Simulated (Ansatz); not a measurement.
**Pt2 in a box, plane waves**

Ansatz 0.2.0, DFT PBE, scalar-relativistic, plane waves, PAW, molecule in a box. The geometry was relaxed with Gaussian bases (PBE; Pt def2-SVP with ECP60) as a triplet.

```yaml
crystal:
  lattice:
    - [9.0, 0.0, 0.0]
    - [0.0, 9.0, 0.0]
    - [0.0, 0.0, 11.36]
  atoms:
    - { symbol: Pt, position: [0.5, 0.5, 0.60344894], spin: 1.0 }
    - { symbol: Pt, position: [0.5, 0.5, 0.39612676], spin: 1.0 }
basis:
  ecutwfc: 420
  ecutrho_ratio: 4
kpoints:
  mp_grid: { grid: [1, 1, 1] }
hamiltonian:
  xc: pbe
scf:
  occupations: { method: gaussian, width: 0.01 }
output:
  forces: true
  eigenvalues: true
  populations: true
magnetization:
  spin_polarized: true
```

Command:
```sh
ansatz run input.yaml --threads 2 --pin off --max-ram 5120MiB --backend cpu --events-out ev --progress --plain --runs-dir out
```
It took 31 s on 2 threads of Arm Neoverse V1 (shared host), peak memory 0.73 GiB.

How does the SCF go?


```
SCF iter   1: F=—  HF=-25039.009929 eV  |F-HF|=—  |Δ(HF+E_count)|=         —  Δρ=1.40e-2 (↑4.85e-3 ↓1.40e-2)
Mixer restart at iter 1: flushing history
preconditioner: auto → Resta (q_TF=auto, 1.590 Å⁻¹)  ε∞=2.5  [insulator: Δε(μ)=0.229 eV  Ē_g=4.482 eV  σ=0.010 eV  W_gap=1.00  n_s
spin=Collinear: Resta preconditioning applied to the charge; magnetization (m = ρ↑ − ρ↓) channel mixes plain (no charge-response k
SCF iter   2: F=—  HF=-25038.730093 eV  |F-HF|=—  |Δ(HF+E_count)|=   2.80e-1  Δρ=9.40e-3 (↑2.44e-3 ↓9.40e-3)
...
SCF iter   6: F=—  HF=-25038.744719 eV  |F-HF|=—  |Δ(HF+E_count)|=   3.84e-4  Δρ=8.13e-5 (↑8.13e-5 ↓6.63e-5)
SCF iter   7: F=—  HF=-25038.744696 eV  |F-HF|=—  |Δ(HF+E_count)|=   2.30e-5  Δρ=2.19e-5 (↑1.02e-5 ↓2.19e-5)
SCF iter   8: F=—  HF=-25038.744698 eV  |F-HF|=—  |Δ(HF+E_count)|=   1.98e-6  Δρ=4.20e-6 (↑4.20e-6 ↓2.12e-6)
SCF iter   9: F=—  HF=-25038.744698 eV  |F-HF|=—  |Δ(HF+E_count)|=   1.29e-7  Δρ=5.74e-7 (↑5.74e-7 ↓5.40e-7)
SCF iter  10: F=-25038.744698 eV  HF=-25038.744698 eV  |F-HF|=5.82e-11  |Δ(HF+E_count)|=   3.63e-9  Δρ=1.02e-7 (↑1.02e-7 ↓9.68e-8)
```

Which levels lie next to the highest filled one (eV, counted from it)?

Filled: -0.77, -0.77, -0.73, -0.72, -0.55, -0.55, -0.28, -0.15, -0.15, 0.00. Empty: 0.34, 0.34, 0.90, 1.49, 4.10, 4.13, 4.13, 4.22.

What forces are left at this geometry, relaxed with Gaussian bases (eV/Å)?


```
Pt   0.00  0.00 -0.63
Pt   0.00  0.00  0.63
```

The open shells may stand above their lowest state.

The highest of the empty levels listed lie near the vacuum level and may be states of the box.
